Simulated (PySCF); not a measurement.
# C2H8BClP− (SMILES C[BH-](P)CCl): levels of theory compared

Aim: a comparison of 5 runs (HF/STO-3G, HF/def2-SVP, B3LYP/6-31G*, r2SCAN/aug-cc-pVDZ, MP2/STO-3G) of C2H8BClP−. The job is set up through a Python script.

Program for the calculation: PySCF 2.14.0.

### Step 1. The molecule

C2H8BClP− has 13 atoms, charge -1, and is taken as a singlet. As SMILES, `C[BH-](P)CCl`. The shape is that of a GFN2-xTB optimisation. This is one conformer, not always the lowest.

Bond lengths: C1–B2 1.632 Å, B2–P3 2.030 Å, B2–C4 1.638 Å, C4–Cl5 1.791 Å, C1–H6 1.093 Å, C1–H7 1.093 Å, C1–H8 1.092 Å, B2–H9 1.206 Å, P3–H10 1.387 Å, P3–H11 1.384 Å, C4–H12 1.094 Å, C4–H13 1.093 Å. Some angles: C1–B2–P3 109.1°, C1–B2–C4 111.5°, P3–B2–C4 103.3°, B2–C4–Cl5 113.4°, C1–B2–H9 113.1°, P3–B2–H9 107.8°, C4–B2–H9 111.5°, B2–C1–H6 111.2°, B2–C1–H7 112.2°, B2–C1–H8 112.1°.

### Step 2. Energy and forces at HF/STO-3G (run 1)

The input, job.py:

```python
from pyscf import gto, scf

mol = gto.M(
    atom='''
C     -1.996911    -2.059348     0.601783
B      0.153106     0.152388     0.648082
P      3.467553    -1.293593    -0.630261
C     -0.482598     2.392034    -1.391689
Cl    -3.256452     4.168793    -0.618564
H     -3.843533    -1.318538     1.152657
H     -2.213342    -2.897309    -1.272693
H     -1.552656    -3.600061     1.901839
H      0.519391     0.999911     2.730938
H      5.019264     0.655716     0.184343
H      4.022433    -2.686869     1.513198
H      1.011873     3.814544    -1.526426
H     -0.848109     1.672351    -3.293207
''',
    unit='bohr',
    basis='sto-3g',
    spin=0,
    max_memory=1860,
    verbose=4,
    charge=-1,
)

calc0 = scf.RHF(mol)
calc0.conv_tol = 1e-10
calc0.kernel()
if not calc0.converged:
    calc0 = calc0.newton().run(calc0.mo_coeff, calc0.mo_occ)

e_final = calc0.e_tot
print('E = %.10f Eh' % e_final)
grad = calc0.nuc_grad_method().kernel()
dip = calc0.dip_moment()
pop, q = calc0.mulliken_pop()
```

Run with:

```
$ OMP_NUM_THREADS=1 python job.py
```

Log:

```text
PySCF version 2.14.0

[... 65 lines left out ...]
converged SCF energy = -895.279431309661
[... 13 lines left out ...]
WARN: System has nonzero charge -1; the dipole moment is origin-dependent.
[... 2 lines left out ...]
Dipole moment(X, Y, Z, Debye):  0.69608, -1.53556, -0.88048
[... 55 lines left out ...]
charge of   12H =      0.03194
```

Wall time 3 s (1 thread of Intel Xeon at 2.70GHz, shared host); peak memory 0.12 GiB.

### Step 3. Energy and gradient at HF/def2-SVP (run 2)

The input, run.py:

```python
from pyscf import gto, scf

mol = gto.M(
    atom='''
C   -1.056720  -1.089760   0.318450
B    0.081020   0.080640   0.342950
P    1.834950  -0.684540  -0.333520
C   -0.255380   1.265810  -0.736450
Cl  -1.723240   2.206030  -0.327330
H   -2.033910  -0.697740   0.609960
H   -1.171250  -1.533190  -0.673480
H   -0.821630  -1.905070   1.006410
H    0.274850   0.529130   1.445150
H    2.656080   0.346990   0.097550
H    2.128580  -1.421830   0.800750
H    0.535460   2.018570  -0.807750
H   -0.448800   0.884970  -1.742690
''',
    basis='def2-svp',
    max_memory=1860,
    charge=-1,
    verbose=4,
)

mf = scf.RHF(mol)
mf.conv_tol = 1e-10
mf.kernel()
if not mf.converged:
    mf = mf.newton().run(mf.mo_coeff, mf.mo_occ)

e_tot = mf.e_tot
print('E = %.10f Eh' % e_tot)
grad = mf.nuc_grad_method().kernel()
mf.analyze()
```

Run with:

```
$ OMP_NUM_THREADS=1 python run.py
```

Log:

```text
PySCF version 2.14.0

[... 86 lines left out ...]
Two-electron Energy =                  609.170566885128665
[... 16 lines left out ...]
MO #13  energy= -5.16150673742611  occ= 2
[... 14 lines left out ...]
MO #28  energy= -0.207474205269867 occ= 2
[... 14 lines left out ...]
MO #43  energy= 0.662066415843171  occ= 0
[... 14 lines left out ...]
MO #58  energy= 1.05621527163399   occ= 0
[... 14 lines left out ...]
MO #73  energy= 1.35232577499886   occ= 0
[... 14 lines left out ...]
MO #88  energy= 2.003586565206     occ= 0
[... 14 lines left out ...]
MO #103 energy= 2.56143165651779   occ= 0
[... 14 lines left out ...]
MO #118 energy= 3.53806134805913   occ= 0
[... 135 lines left out ...]
WARN: System has nonzero charge -1; the dipole moment is origin-dependent.
Location of origin: [0. 0. 0.]

Dipole moment(X, Y, Z, Debye): -0.31878, -0.89000, -0.27570
```

Run time: 17 s. Hardware: 1 thread of Intel Xeon at 2.70GHz, shared host; peak memory 0.3 GiB.

Runs 3 to 4 aren't shown in full; the table further down has their settings and results.

### Step 4. Energy and gradient at MP2/STO-3G (run 5)

The input, start.xyz:

```xyz
13

C     -1.056720    -1.089760     0.318450
B      0.081020     0.080640     0.342950
P      1.834950    -0.684540    -0.333520
C     -0.255380     1.265810    -0.736450
Cl    -1.723240     2.206030    -0.327330
H     -2.033910    -0.697740     0.609960
H     -1.171250    -1.533190    -0.673480
H     -0.821630    -1.905070     1.006410
H      0.274850     0.529130     1.445150
H      2.656080     0.346990     0.097550
H      2.128580    -1.421830     0.800750
H      0.535460     2.018570    -0.807750
H     -0.448800     0.884970    -1.742690
```

The input, input.py:

```python
import pyscf.grad
from pyscf import gto, scf, mp

molecule = gto.M(
    atom='start.xyz',
    charge=-1,
    spin=0,
    verbose=4,
    basis='sto-3g',
    max_memory=1860,
)

hf = scf.RHF(molecule)
hf.conv_tol = 1e-10
hf.kernel()
if not hf.converged:
    hf = hf.newton().run(hf.mo_coeff, hf.mo_occ)

pt = mp.MP2(hf, frozen=13).run()
energy = pt.e_tot
print('Final energy', energy)
grad = pt.Gradients().kernel()
hf.analyze()
```

Run with:

```
$ OMP_NUM_THREADS=1 python input.py
```

Log:

```text
PySCF version 2.14.0

[... 65 lines left out ...]
converged SCF energy = -895.279431260363
[... 22 lines left out ...]
Two-electron Coulomb Energy =          680.581473025719220
[... 7 lines left out ...]
MO #5   energy= -10.1419559565912  occ= 2
[... 5 lines left out ...]
MO #11  energy= -4.79385974741562  occ= 2
[... 5 lines left out ...]
MO #17  energy= -0.563516326302927 occ= 2
[... 5 lines left out ...]
MO #23  energy= -0.241580711418677 occ= 2
[... 5 lines left out ...]
MO #29  energy= -0.0295506801032861 occ= 2
[... 5 lines left out ...]
MO #35  energy= 0.883234831512425  occ= 0
[... 5 lines left out ...]
MO #41  energy= 1.0797917100298    occ= 0
[... 58 lines left out ...]
WARN: System has nonzero charge -1; the dipole moment is origin-dependent.
Location of origin: [0. 0. 0.]

Dipole moment(X, Y, Z, Debye):  0.69607, -1.53556, -0.88048
```

Run time: 4.5 s. Hardware: 1 thread of Intel Xeon at 2.70GHz, shared host; peak memory 0.14 GiB.

### Step 5. Overview of the runs

```
run                               level  Cartesian functions  integration grid  energy (Eh)  HOMO energy (eV)  LUMO energy (eV)  HOMO–LUMO gap (eV)  wall time
  1                           HF/STO-3G                   no                 –  -895.279431             -0.80             16.18               16.99        3 s
  2                         HF/def2-SVP                   no                 –  -905.006669             -3.90              8.87               12.77       17 s
  3  B3LYP/6-31G* (Cartesian functions)                  yes                 5  -907.478926             -1.08              5.46                6.53       52 s
  4                  r2SCAN/aug-cc-pVDZ                   no                 5  -907.379644             -0.95              3.12                4.07    4.2 min
  5                          MP2/STO-3G                   no                 –  -895.461784             -0.80             16.18               16.99      4.5 s
```

### Step 6. What came out

```
                                                    quantity          value
                                         run 5: total energy  -895.46178 Eh
                  run 5: HOMO energy (Hartree–Fock orbitals)       -0.80 eV
                  run 5: LUMO energy (Hartree–Fock orbitals)       16.18 eV
run 5: HOMO–LUMO gap (to an unbound level, set by the basis)       16.99 eV
         run 5: correlation energy (13 core orbitals frozen)     -182.4 mEh
                             run 5: largest force on an atom     2.723 eV/Å
```

**Reading.** Over runs 1, 2, 3, 4 the HOMO–LUMO gap runs from 4.07 eV (r2SCAN/aug-cc-pVDZ) to 16.99 eV (HF/STO-3G). The two ends differ in method and basis. The empty levels of an anion lie above zero and hang on the basis. Totals of different functionals can't be ranked against each other. In runs 1, 5 the basis is minimal, so the values are rough. All runs together took 5.4 min, the longest 4.2 min.
